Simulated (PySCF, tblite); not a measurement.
# C₉H₁₈Ge: geometry, infrared bands and NMR shifts

What infrared bands and NMR shifts should C₉H₁₈Ge (`C=C[CH2][Ge@@H]1[CH2]C[C@]1(C)CC`) show?

Computed with tblite 0.8.0 and PySCF 2.14.0, with density-fitted response routines of our own, on a single molecule in the gas phase. Atoms count from 0, in the outputs and in this text.

### 1 The molecule as given

28 atoms, charge 0, multiplicity 1; geometry from: force field or distance geometry start.

Bonds of the start (Å): C0–C1 1.35, C1–C2 1.49, C2–Ge3 1.90, Ge3–C4 1.96, C4–C5 1.50, C5–C6 1.52, C6–C7 1.54, C6–C8 1.49, C8–C9 1.50, C6–Ge3 1.89, C0–H10 1.09, C0–H11 1.09, C1–H12 1.10, C2–H13 1.12, C2–H14 1.10, Ge3–H15 1.56, C4–H16 1.10, C4–H17 1.13, C5–H18 1.11, C5–H19 1.12, C7–H20 1.10, C7–H21 1.11, C7–H22 1.13, C8–H23 1.11, C8–H24 1.13, C9–H25 1.12, C9–H26 1.10, C9–H27 1.13.

### 2 Relaxing the molecule with GFN2-xTB

Job settings and geometry (Å):

```
{"job": {"kind": "relax", "xc": "GFN2-xTB", "basis": "xTB"}, "charge": 0, "multiplicity": 1}
C      4.216300     0.566400    -0.167600
C      2.935900     0.977300    -0.033700
C      1.880700     0.313600    -0.857900
Ge     0.624300    -0.471700     0.328300
C     -0.078800    -2.125100    -0.447400
C     -1.187300    -1.371200    -1.121400
C     -1.236300    -0.366100     0.011700
C     -1.993000    -0.882800     1.245800
C     -1.835900     0.909600    -0.478600
C     -1.659300     2.091400     0.426100
H      5.012400     1.024400     0.427300
H      4.467600    -0.222500    -0.872400
H      2.652200     1.759600     0.686500
H      2.403900    -0.500800    -1.416300
H      1.456400     1.006300    -1.606100
H      1.095300    -0.749100     1.792200
H     -0.399500    -2.889100     0.281600
H      0.615500    -2.533600    -1.243300
H     -0.920700    -0.836000    -2.051900
H     -2.139200    -1.949000    -1.199400
H     -2.990600    -1.257500     0.970400
H     -2.034500    -0.027700     1.951600
H     -1.353500    -1.646500     1.780900
H     -1.593400     1.163400    -1.529000
H     -2.952900     0.722800    -0.493100
H     -2.169500     1.939700     1.413400
H     -0.619100     2.427500     0.530500
H     -2.217900     2.953900    -0.041300
```

Command:

```sh
$ OMP_NUM_THREADS=1 python probes_run.py task.json out
```

This one command runs all jobs of the session in turn.

**Question.** This job is followed by: GFN2-xTB harmonic vibrations, gas phase; PBE0-D3(BJ)/def2-SVP geometry optimisation, gas phase; GIAO PBE0/pcSseg-1 NMR shielding, non-relativistic, gas phase; GIAO B97-2/pcSseg-1 NMR shielding, non-relativistic, gas phase. Predict these results of the whole session: strongest single infrared mode (GFN2-xTB); zero-point energy (GFN2-xTB); point group; rotational constants (main isotopes); ¹³C shifts against TMS (PBE0/pcSseg-1); ¹H shifts against TMS (PBE0/pcSseg-1, means over atoms taken as alike); ⁷³Ge shifts against GeMe4 (PBE0/pcSseg-1); surface potential, 1st and 99th percentile; range of the shift of C1.

**Answer**, as computed:

| quantity | value |
| --- | --- |
| strongest single infrared mode (GFN2-xTB) | 1764 cm⁻¹, 543 km/mol |
| zero-point energy (GFN2-xTB) | 150.2 kcal/mol |
| point group | C1 |
| rotational constants (main isotopes) | 1.26, 0.82, 0.60 GHz |
| ¹³C shifts against TMS (PBE0/pcSseg-1) | 144.4, 120.0, 45.5, 40.1, 35.4, 23.1, 22.8, 14.3, 12.3 ppm |
| ¹H shifts against TMS (PBE0/pcSseg-1, means over atoms taken as alike) | 6.11, 5.23, 5.16, 4.66, 2.02, 1.99, 1.91, 1.73, 1.61, 1.52, 1.21, 1.18, 1.13, 0.89 ppm |
| ⁷³Ge shifts against GeMe4 (PBE0/pcSseg-1) | -19 ppm |
| surface potential, 1st and 99th percentile | -0.67 V and 0.71 V |
| range of the shift of C1 | 141.1 to 144.4 ppm |

Over 104 steps the energy fell by 1.402 eV; of the close pairs, Ge3–C6 changed most, 1.890 to 2.038 Å (GFN2-xTB). The lowest mode is imaginary (26i cm⁻¹), so the xTB geometry is not a minimum. The strongest single mode, at 1764 cm⁻¹, moves mainly H15. GFN2-xTB is a fitted tight-binding method: band positions and strengths are rough. Its intensities can rank the bands wrongly. The optimisation took 19 steps and gained 0.347 eV; among the close pairs (by a distance rule), Ge3–C6 changed most, from 2.060 to 2.002 Å (PBE0/def2-SVP). C1 (alkene CH) lies farthest downfield among carbon, at 144.4 ppm; the olefinic region. H12 (hydrogen on an alkene CH) lies farthest downfield among hydrogen, at 6.11 ppm; a vinylic proton, deshielded by the sp2 carbon and the C=C anisotropy. At PBE0/pcSseg-1: The largest span, 245 ppm, is at C1, where the paramagnetic term is -217 ppm. Across the 2 runs the shift of C1 moves most, between 141.1 (B97-2/pcSseg-1) and 144.4 ppm (PBE0/pcSseg-1). Spin-orbit coupling is left out, which matters for shieldings and couplings at and beside the heavy atoms.
